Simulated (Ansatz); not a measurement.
# VClO: the cost of one run

Method: DFT r²SCAN+U (U_eff = 2 eV on V d), plane waves, PAW, in Ansatz 0.2.0.

3 further runs of the same task are left out: 3 that didn't finish. Runs told in other sessions of the task aren't counted.

### 1 Starting point

It takes space group Pmmn (No. 59, orthorhombic). Conventional cell: a = 3.300 Å, b = 3.780 Å, c = 7.910 Å, α = 90.00°, β = 90.00°, γ = 90.00°. V (site symmetry mm2) is surrounded by 4 O at 1.97 to 2.08 Å and 2 Cl at 2.36 Å. Cl (site symmetry mm2) is surrounded by 2 V at 2.36 Å. Around O (site symmetry mm2) lie 4 V at 1.97 to 2.08 Å.

Coordinates:

```cif
data_structure
_symmetry_space_group_name_H-M 'Pmmn:1'
_symmetry_Int_Tables_number 59
_cell_length_a 3.3000
_cell_length_b 3.7800
_cell_length_c 7.9100
_cell_angle_alpha 90.000
_cell_angle_beta 90.000
_cell_angle_gamma 90.000
_cell_volume 98.67
loop_
_atom_site_label
_atom_site_type_symbol
_atom_site_symmetry_multiplicity
_atom_site_Wyckoff_symbol
_atom_site_fract_x
_atom_site_fract_y
_atom_site_fract_z
_atom_site_occupancy
V1 V 2 b 0.00000 0.50000 0.11480 1
Cl1 Cl 2 a 0.50000 0.50000 0.32790 1
O1 O 2 a 0.50000 0.50000 0.95420 1
```

An earlier series on this cell reached its lowest free state from «ferromagnetic start, free, natural orbitals of the symmetric run filled by rank», perhaps among other starts.

### 2 Antiferromagnetic start, free

input.yaml

```yaml
crystal:
  lattice:
    - [3.29999955, 0.0, 0.0]
    - [0.0, 3.77999949, 0.0]
    - [0.0, 0.0, 7.90999893]
  atoms:
    - { symbol: V, position: [0.0, 0.5, 0.1148], spin: 2.0 }
    - { symbol: V, position: [0.5, 0.0, 0.8852], spin: -2.0 }
    - { symbol: Cl, position: [0.5, 0.5, 0.3279] }
    - { symbol: Cl, position: [0.0, 0.0, 0.6721] }
    - { symbol: O, position: [0.5, 0.5, 0.9542] }
    - { symbol: O, position: [0.0, 0.0, 0.0458] }
basis:
  ecutwfc: 500
  ecutrho_ratio: 4
kpoints:
  mp_grid: { grid: [6, 5, 3] }
hamiltonian:
  xc: r2scan
  hubbard:
    sites:
      - { site: 0, l: d, u_eff: 2.0, starting_ns: [{ spin: up, occupation_matrix: s0up }, { spin: down, occupation_matrix: s0down }] }
      - { site: 1, l: d, u_eff: 2.0, starting_ns: [{ spin: up, occupation_matrix: s1up }, { spin: down, occupation_matrix: s1down }] }
    occupation_matrices:
      s0up:
        matrix:
          - [0.8992, 0.0, 0.0, -0.2495, 0.0]
          - [0.0, 0.02, 0.0, 0.0, 0.0]
          - [0.0, 0.0, 0.02, 0.0, 0.0]
          - [-0.2495, 0.0, 0.0, 0.0908, 0.0]
          - [0.0, 0.0, 0.0, 0.0, 0.97]
      s0down:
        matrix:
          - [0.02, 0.0, 0.0, 0.0, 0.0]
          - [0.0, 0.02, 0.0, 0.0, 0.0]
          - [0.0, 0.0, 0.02, 0.0, 0.0]
          - [0.0, 0.0, 0.0, 0.02, 0.0]
          - [0.0, 0.0, 0.0, 0.0, 0.02]
      s1up:
        matrix:
          - [0.02, 0.0, 0.0, 0.0, 0.0]
          - [0.0, 0.02, 0.0, 0.0, 0.0]
          - [0.0, 0.0, 0.02, 0.0, 0.0]
          - [0.0, 0.0, 0.0, 0.02, 0.0]
          - [0.0, 0.0, 0.0, 0.0, 0.02]
      s1down:
        matrix:
          - [0.8992, 0.0, 0.0, -0.2495, 0.0]
          - [0.0, 0.02, 0.0, 0.0, 0.0]
          - [0.0, 0.0, 0.02, 0.0, 0.0]
          - [-0.2495, 0.0, 0.0, 0.0908, 0.0]
          - [0.0, 0.0, 0.0, 0.0, 0.97]
    ns_hold: { iters: 8 }
scf:
  occupations: { method: gaussian, width: 0.05 }
  lower_state_search: "off"
  max_iter: 150
output:
  forces: true
  stress: true
  eigenvalues: true
  populations: true
  hubbard: { sites: [{ site: 0, l: d }, { site: 1, l: d }] }
  write_density: true
  write_potential: true
  elf: true
  volumetric_format: npy
magnetization:
  spin_polarized: true
```

The typed matrices put 0.97 on the chosen orbitals and 0.02 on the others, and are held for 8 cycles.

Started as:

```bash
$ ansatz run input.yaml --threads 8 --pin off --max-ram 12288MiB --backend cpu --events-out ev --progress --plain --runs-dir out
```

Q: Estimate wall time and peak memory on 8 threads of Arm Neoverse V2, shared host.

About 12 s, with a peak of 0.77 GiB.
